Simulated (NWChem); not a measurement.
**doublet [Si2H2OF2]+: levels of theory compared**

Aim: a comparison of 6 runs (UHF/STO-3G, USVWN5/def2-SVP, UB3LYP/6-31G*, UB3LYP/def2-SVP, UM06-2X/def2-SVP, UMP2/def2-SVP) of doublet [Si2H2OF2]+. 

The calculation is run with NWChem 7.3.0.

## Step 1: The structure to begin with

[Si2H2OF2]+ has 7 atoms, charge +1, and is taken as a doublet. SMILES of the parent species: `F[Si]1(F)O[SiH2]1`. The coordinates come from a PBE0-D4/def2-TZVP relaxation. That shape belongs to the parent species and isn't relaxed for this state.

Bond lengths: F1–Si2 1.578 Å, Si2–F3 1.578 Å, Si2–O4 1.648 Å, Si2–Si5 2.174 Å, O4–Si5 1.718 Å, Si5–H6 1.482 Å, Si5–H7 1.482 Å. Some angles: F1–Si2–F3 105.1°, F1–Si2–O4 114.7°, F1–Si2–Si5 127.3°, F3–Si2–O4 114.7°, F3–Si2–Si5 127.3°, O4–Si2–Si5 51.2°, Si2–O4–Si5 80.4°, Si2–Si5–O4 48.4°, Si2–Si5–H6 124.7°, Si2–Si5–H7 124.7°.

## Step 2: The energy at UHF/STO-3G (run 1)

File f2h2osi2.nw:

```
start f2h2osi2
memory total 2200 mb
charge 1

geometry noautosym nocenter noautoz
F        0.424200      -1.612100       1.693800
Si       0.037900      -1.026000       0.280100
F       -0.194200      -2.288000      -0.639100
O        1.103500       0.077900      -0.322100
Si      -0.304800       1.058600      -0.232800
H       -0.202300       2.188800       0.720000
H       -0.802800       1.532800      -1.545500
end

basis spherical bse
F library STO-3G
Si library STO-3G
O library STO-3G
H library STO-3G
end

scf
nopen 1
uhf
thresh 1e-08
maxiter 80
end

task scf
```

The run is started by

```console
$ nwchem f2h2osi2.nw > f2h2osi2.out
```

Standard output:

```text
[...]
  functions       =    35
[...]
  wavefunction    = UHF
[...]
         Total SCF energy =   -842.105143150935
      One electron energy =  -1780.143485269470
      Two electron energy =    628.361793246884
 Nuclear repulsion energy =    309.676548871651
                       Sz =      0.5000
                 Sz(Sz+1) =      0.7500
                      S^2 =      0.7691
[...]
```

Run time: 3.9 s. Hardware: 1 thread of AMD EPYC 9R45 (Zen 5), shared host; peak memory 0.099 GiB.

## Step 3: A single-point energy at USVWN5/def2-SVP (run 2)

File run.py:

```python
from ase import Atoms
from ase.calculators.nwchem import NWChem

molecule = Atoms('FSiFOSiHH', positions=[
    [0.424200, -1.612100, 1.693800],
    [0.037900, -1.026000, 0.280100],
    [-0.194200, -2.288000, -0.639100],
    [1.103500, 0.077900, -0.322100],
    [-0.304800, 1.058600, -0.232800],
    [-0.202300, 2.188800, 0.720000],
    [-0.802800, 1.532800, -1.545500],
])

calc = NWChem(
    label='f2h2osi2',
    theory='dft',
    memory='2200 mb',
    basis='def2-SVP',
    basispar='spherical bse',
    charge=1,
    dft={'xc': 'slater vwn_5', 'mult': '2', 'grid': 'xfine', 'convergence': 'energy 1e-08', 'iterations': '100', 'mulliken': None, 'print': 'low'},
    task='energy',
)
molecule.calc = calc

e = molecule.get_potential_energy()
print(f"E = {e:.6f} eV")
```

The run is started by

```console
$ export ASE_NWCHEM_COMMAND="nwchem PREFIX.nwi > PREFIX.nwo"
$ python run.py
```

Standard output:

```text
E = -23139.668496 eV
```

The calculator wrote f2h2osi2.nwi:

```
title "f2h2osi2"

permanent_dir f2h2osi2

scratch_dir f2h2osi2

start f2h2osi2

geometry units angstrom nocenter noautosym noautoz
  F  4.2420000000000002e-01 -1.6121000000000001e+00 1.6938000000000000e+00
  Si 3.7900000000000003e-02 -1.0260000000000000e+00 2.8010000000000002e-01
  F  -1.9420000000000001e-01 -2.2879999999999998e+00 -6.3910000000000000e-01
  O  1.1034999999999999e+00 7.7899999999999997e-02 -3.2210000000000000e-01
  Si -3.0480000000000002e-01 1.0586000000000000e+00 -2.3280000000000001e-01
  H  -2.0230000000000001e-01 2.1888000000000001e+00 7.1999999999999997e-01
  H  -8.0279999999999996e-01 1.5327999999999999e+00 -1.5455000000000001e+00
end

charge 1

memory 2200 mb

basis spherical bse noprint
   * library def2-SVP
end

dft
  xc slater vwn_5
  mult 2
  grid xfine
  convergence energy 1e-08
  iterations 100
  mulliken
  print low
end

task dft energy
```

f2h2osi2.nwo:

```text
Northwest Computational Chemistry Package (NWChem) 7.3.0
             --------------------------------------------------------

           Job information
           ---------------

    nwchem branch   = 7.3.0
    use scalapack   = T
    input           = f2h2osi2.nwi
    prefix          = f2h2osi2.
    data base       = f2h2osi2/f2h2osi2.db
    status          = startup
    nproc           =        1

           Memory information
           ------------------

    heap     =     72089598 doubles =      550.0 Mbytes
    stack    =     72089595 doubles =      550.0 Mbytes
    global   =    144179200 doubles =     1100.0 Mbytes (distinct from heap & stack)
    total    =    288358393 doubles =     2200.0 Mbytes
    verify   = yes
    hardfail = no

[... 40 lines left out ...]
            Nuclear Dipole moment (a.u.)
[... 96 lines left out ...]
   convergence    iter        energy       DeltaE   RMS-Dens  Diis-err    time
[... 13 lines left out ...]
         Total DFT energy =     -850.367139525172
      One electron energy =    -1787.916794467369
           Coulomb energy =      695.567124445963
    Exchange-Corr. energy =      -67.694018375416
 Nuclear repulsion energy =      309.676548871651
[... 47 lines left out ...]
     ------------------------------------------
      Spin Density - Lowdin Population Analysis
     ------------------------------------------

    Atom       Charge   Shell Charges
 -----------   ------   -------------------------------------------------------
    1 F    9     0.04   0.00  0.00 -0.00  0.03  0.01  0.00
    2 Si  14     0.27   0.00  0.00  0.02  0.04  0.01  0.09  0.05  0.06
    3 F    9     0.04   0.00  0.00 -0.00  0.03  0.01  0.00
    4 O    8     0.29   0.00  0.00  0.00  0.23  0.06 -0.00
    5 Si  14     0.32   0.00  0.00  0.01  0.01  0.01  0.13  0.14  0.03
    6 H    1     0.02   0.01  0.00  0.00
    7 H    1     0.02   0.01  0.00  0.00

     --------------------------
     Expectation value of S2:
     --------------------------
      <S2> =      0.7510 (Exact =     0.7500)

 Task  times  cpu:       14.4s     wall:       14.4s
 Total times  cpu:       14.4s     wall:       14.4s
```

Run time: 16 s. Hardware: 1 thread of AMD EPYC 9R45 (Zen 5), shared host; peak memory 0.14 GiB.

Runs 3 to 5 aren't shown in full; the table further down has their settings and results.

## Step 4: The energy at UMP2/def2-SVP (run 6)

File run.nw:

```
START run
TITLE "F2H2OSi2 energy"
memory total 2200 mb
charge 1

GEOMETRY units angstrom noautosym nocenter noautoz
 F      0.424200    -1.612100     1.693800
 Si     0.037900    -1.026000     0.280100
 F     -0.194200    -2.288000    -0.639100
 O      1.103500     0.077900    -0.322100
 Si    -0.304800     1.058600    -0.232800
 H     -0.202300     2.188800     0.720000
 H     -0.802800     1.532800    -1.545500
END

BASIS spherical bse
 * library def2-SVP
END

SCF
 doublet
 uhf
 thresh 1e-08
 maxiter 80
END

MP2
 freeze core 13
 tight
END

TASK mp2
```

The run is started by

```console
$ nwchem run.nw > run.out
```

Standard output:

```text
[...]
  functions       =    88
[...]
  wavefunction    = UHF
[...]
         Total SCF energy =   -852.151133379454
      One electron energy =  -1787.583801482112
      Two electron energy =    625.756119231007
 Nuclear repulsion energy =    309.676548871651
                       Sz =      0.5000
                 Sz(Sz+1) =      0.7500
                      S^2 =      0.7700
[...]
          Total MP2 energy          -852.868704832455
[...]
```

Wall time 17 s (1 thread of AMD EPYC 9R45 (Zen 5), shared host); peak memory 0.23 GiB.

## Step 5: All runs side by side

| run | level | iteration cap | module | energy (Eh) | HOMO energy (eV) | LUMO energy (eV) | ⟨S²⟩ | wall time |
| --- | --- | --- | --- | --- | --- | --- | --- | --- |
| 1 | UHF/STO-3G | 80 | scf | -842.105143 | -15.30 | -3.39 | 0.769 | 3.9 s |
| 2 | USVWN5/def2-SVP | 100 | dft | -850.367140 | – | – | 0.751 | 16 s |
| 3 | UB3LYP/6-31G* (Cartesian functions) | 100 | dft | -854.871382 | -15.26 | -12.36 | 0.753 | 40 s |
| 4 | UB3LYP/def2-SVP | 100 | dft | -854.500139 | -15.35 | -12.43 | 0.753 | 32 s |
| 5 | UM06-2X/def2-SVP | 100 | dft | -854.337298 | -16.73 | -11.32 | 0.753 | 40 s |
| 6 | UMP2/def2-SVP | 80 | mp2 | -852.868705 | -19.36 | -8.24 | 0.770 | 17 s |

## Step 6: What came out

```
                                                         quantity          value
                                              run 6: total energy  -852.86870 Eh
run 6: HOMO energy (Hartree–Fock orbitals) (highest over α and β)      -19.36 eV
 run 6: LUMO energy (Hartree–Fock orbitals) (lowest over α and β)       -8.24 eV
              run 6: correlation energy (13 core orbitals frozen)     -717.6 mEh
                         run 6: ⟨S²⟩ of the reference determinant          0.770
```

Totals of different functionals can't be ranked against each other. In run 1 the basis is minimal, so the values are rough. All runs together took 2.5 min, the longest 40 s.
